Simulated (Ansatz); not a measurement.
# AlCl2F (SMILES [F][Al]([Cl])[Cl]) at 6 levels

We compute a comparison of 6 runs (SVWN5/STO-3G, UPBE0/STO-3G, r2SCAN/STO-3G, RPA@PBE/STO-3G, BCCD(T)/STO-3G, FCI/STO-3G) of AlCl2F. 

The results are computed with Ansatz 0.2.0.

61 further runs of the same task are left out: 5 that didn't finish, 56 set aside as unsound or not needed.

## 1. The molecule

AlCl2F has 4 atoms, charge 0, and is taken as a singlet. As SMILES, `[F][Al]([Cl])[Cl]`. The Al2–F1 distance was set to 2.449 Å, away from the relaxed value.

Bond lengths: Al2–Cl3 2.065 Å, Al2–Cl4 2.065 Å. Angles: Cl3–Al2–Cl4 121.5°.

## 2. A single-point energy at SVWN5/STO-3G (run 1)

run.yaml reads:

```yaml
crystal:
  periodic: [false, false, false]
  atoms:
    - symbol: F
      position_ang: [0.128729, 0.571562, 2.476711]
    - symbol: Al
      position_ang: [0.004800, 0.021530, 0.093600]
    - symbol: Cl
      position_ang: [1.223040, -1.463690, -0.663450]
    - symbol: Cl
      position_ang: [-1.315270, 1.053930, -1.112510]
basis:
  gaussian: {orbitals: STO-3G}
hamiltonian: {xc: {name: SVWN5}}
accuracy: high
```

Command:

```sh
$ ansatz run run.yaml --threads 1 --pin off --max-ram 3480MiB --events-out events.jsonl --progress --plain --runs-dir runs
```

What it wrote:

```text
Warning: RAYON_NUM_THREADS=1 ignored (pool sized by the plan → 1); use --threads N
Functional definition: SVWN5
  name "SVWN5"
  exchange = slater_x
  correlation = vwn5_c
580 factors; integrals over basis functions are off by at most 2.6e-8 eV
mean field evaluation 1: about -33829.4325 eV, gradient 4.1e1 eV
mean field evaluation 2: about -33518.4891 eV, gradient 1.1e2 eV
mean field evaluation 4: about -33836.8566 eV, gradient 1.8e1 eV
mean field evaluation 8: about -33836.8567 eV, gradient 1.8e1 eV
mean field evaluation 16: about -33838.5947 eV, gradient 2.1e-5 eV
mean field -33838.59471159 eV, -1243.5454190275 hartree, gradient 5.1e-8 eV, S^2 0.000000; 0 other end points of the search recorded, 0 dependent functions left out
reference -33838.59471320 eV, -1243.5454190869 hartree; 28, 28 occupied and 4, 4 virtual orbitals, 580 factors
Total energy: -33838.59471320 eV, -1243.5454190869 hartree
```

Run time: 1.2 s. Hardware: 1 thread of Arm Neoverse V1, shared host; peak memory 0.1 GiB.

## 3. A single-point energy at UPBE0/STO-3G (run 2)

input.yaml reads:

```yaml
crystal:
  periodic: [false, false, false]
  atoms:
    - {symbol: F, position_ang: [0.128729, 0.571562, 2.476711]}
    - {symbol: Al, position_ang: [0.004800, 0.021530, 0.093600]}
    - {symbol: Cl, position_ang: [1.223040, -1.463690, -0.663450]}
    - {symbol: Cl, position_ang: [-1.315270, 1.053930, -1.112510]}
basis:
  gaussian:
    orbitals: STO-3G
magnetization:
  spin_polarized: true
hamiltonian:
  xc: {name: PBE0}
accuracy: high
```

Command:

```sh
$ ansatz run input.yaml --threads 1 --pin off --max-ram 3480MiB --events-out events.jsonl --progress --plain --runs-dir runs
```

What it wrote:

```text
Warning: RAYON_NUM_THREADS=1 ignored (pool sized by the plan → 1); use --threads N
Functional definition: PBE0
  name "PBE0"
  parameter a = 0.25
  parameter kappa = 0.804
  parameter beta = 0.06672455060314922
  exchange = (1 - a)*pbe_x(kappa = kappa, mu = beta*pi^2/3) + a*exact_x
  correlation = pbe_c(beta = beta)
580 factors; integrals over basis functions are off by at most 2.6e-8 eV
mean field evaluation 1: about -33947.4183 eV, gradient 2.5e1 eV
mean field evaluation 2: about -33656.0954 eV, gradient 1.1e2 eV
mean field evaluation 4: about -33955.7879 eV, gradient 5.4e0 eV
mean field evaluation 8: about -33956.0902 eV, gradient 1.3e-1 eV
mean field evaluation 16: about -33956.0904 eV, gradient 6.4e-7 eV
mean field evaluation 32: about -33956.1901 eV, gradient 1.2e-7 eV
mean field -33956.19014627 eV, -1247.8669715431 hartree, gradient 1.4e-8 eV, S^2 0.342689; 6 other end points of the search recorded, 0 dependent functions left out
reference -33956.19014754 eV, -1247.8669715897 hartree; 28, 28 occupied and 4, 4 virtual orbitals, 580 factors
Total energy: -33956.19014754 eV, -1247.8669715897 hartree
```

Wall time 6.9 s (1 thread of Arm Neoverse V1, shared host); peak memory 0.18 GiB.

Run 3 isn't shown in full; the table further down has it.

## 4. A single-point energy at RPA@PBE/STO-3G (run 4)

run.yaml reads:

```yaml
crystal:
  periodic: [false, false, false]
  atoms:
    - {symbol: F, position_ang: [0.128729, 0.571562, 2.476711]}
    - {symbol: Al, position_ang: [0.004800, 0.021530, 0.093600]}
    - {symbol: Cl, position_ang: [1.223040, -1.463690, -0.663450]}
    - {symbol: Cl, position_ang: [-1.315270, 1.053930, -1.112510]}
basis:
  gaussian: {orbitals: STO-3G}
hamiltonian: {xc: pbe}
correlation: {method: rpa, frozen_orbitals: {Al: 5, Cl: 5, F: 1}}
accuracy: high
```

Command:

```sh
$ ansatz run run.yaml --threads 1 --pin off --max-ram 3480MiB --events-out events.jsonl --progress --plain --runs-dir runs
```

What it wrote, shortened:

```text
Warning: RAYON_NUM_THREADS=1 ignored (pool sized by the plan → 1); use --threads N
Functional definition: PBE
  name "PBE"
[...]
580 factors; integrals over basis functions are off by at most 2.6e-8 eV
[...]
mean field -33951.07960000 eV, -1247.6791624317 hartree, gradient 3.6e-8 eV, S^2 0.000000; 0 other end points of the search recorded, 0 dependent functions left out; unrestricted orbitals would lower it
unrestricted determinant -33913.81803788 eV, -1246.3098252805 hartree, S^2 0.8415
16 core orbitals not correlated: weight in the atoms' cores, before any rotation towards them, 0.999 or more for the frozen orbitals, at most 0.000 for the correlated occupied ones
reference -33910.89760837 eV, -1246.2025014758 hartree; 12, 12 occupied and 4, 4 virtual orbitals, 580 factors
Total energy: -33916.21022886 eV, -1246.3977366776 hartree
```

It took 3 s on 1 thread of Arm Neoverse V1, shared host; peak memory 0.14 GiB.

Run 5 isn't shown in full; the table further down has it.

## 5. A single-point energy at FCI/STO-3G (run 6)

job.yaml reads:

```yaml
crystal:
  periodic: [false, false, false]
  atoms:
    - {symbol: F, position_ang: [0.128729, 0.571562, 2.476711]}
    - {symbol: Al, position_ang: [0.004800, 0.021530, 0.093600]}
    - {symbol: Cl, position_ang: [1.223040, -1.463690, -0.663450]}
    - {symbol: Cl, position_ang: [-1.315270, 1.053930, -1.112510]}
basis:
  gaussian:
    orbitals: STO-3G
correlation:
  method: fci
  frozen_orbitals: {Al: 5, Cl: 5, F: 1}
accuracy: high
```

Command:

```sh
$ ansatz run job.yaml --threads 1 --pin off --max-ram 3480MiB --events-out events.jsonl --progress --plain --runs-dir runs
```

What it wrote, shortened:

```text
Warning: RAYON_NUM_THREADS=1 ignored (pool sized by the plan → 1); use --threads N
Functional definition: HF
  name "HF"
[...]
580 factors; integrals over basis functions are off by at most 2.6e-8 eV
[...]
mean field -33911.73446763 eV, -1246.2332554862 hartree, gradient 8.6e-9 eV, S^2 0.000000; 0 other end points of the search recorded, 0 dependent functions left out; unrestricted orbitals would lower it
[...]
unrestricted determinant -33913.81803788 eV, -1246.3098252807 hartree, S^2 0.8415
16 core orbitals not correlated: weight in the atoms' cores, before any rotation towards them, 0.999 or more for the frozen orbitals, at most 0.000 for the correlated occupied ones
reference -33911.73446763 eV, -1246.2332554862 hartree; 12, 12 occupied and 4, 4 virtual orbitals, 580 factors
state -33915.31124672 eV, -1246.3646996931 hartree
Total energy: -33915.31124672 eV, -1246.3646996931 hartree
```

It took 16 s on 1 thread of Arm Neoverse V1, shared host; peak memory 0.31 GiB.

## 6. All runs side by side

```
run           level  frozen core orbitals   energy (Eh)  wall time
  1    SVWN5/STO-3G                     –  -1243.545419      1.2 s
  2    UPBE0/STO-3G                     –  -1247.866972      6.9 s
  3   r2SCAN/STO-3G                     –  -1248.264116      4.8 s
  4  RPA@PBE/STO-3G                    16  -1246.397737        3 s
  5  BCCD(T)/STO-3G                    16  -1246.363783     0.48 s
  6      FCI/STO-3G                    16  -1246.364700       16 s
```

## 7. Results

| quantity | value |
| --- | --- |
| run 6: total energy | -1246.36470 Eh |
| run 6: correlation energy (16 core orbitals frozen) | -131.4 mEh |

What this shows: Against full CI in this basis: BCCD(T) +0.9 mEh. Totals of different functionals can't be ranked against each other. In runs 4, 5 the log says that unrestricted orbitals would lower the reference, so the values rest on an unstable closed-shell determinant (other closed-shell runs at this shape may share the fault). In runs 1, 2, 3, 4, 5, 6 the basis is minimal, so the values are rough. Spin contamination of the reference: run 2 ⟨S²⟩ = 0.34. All runs together took 32 s, the longest 16 s.
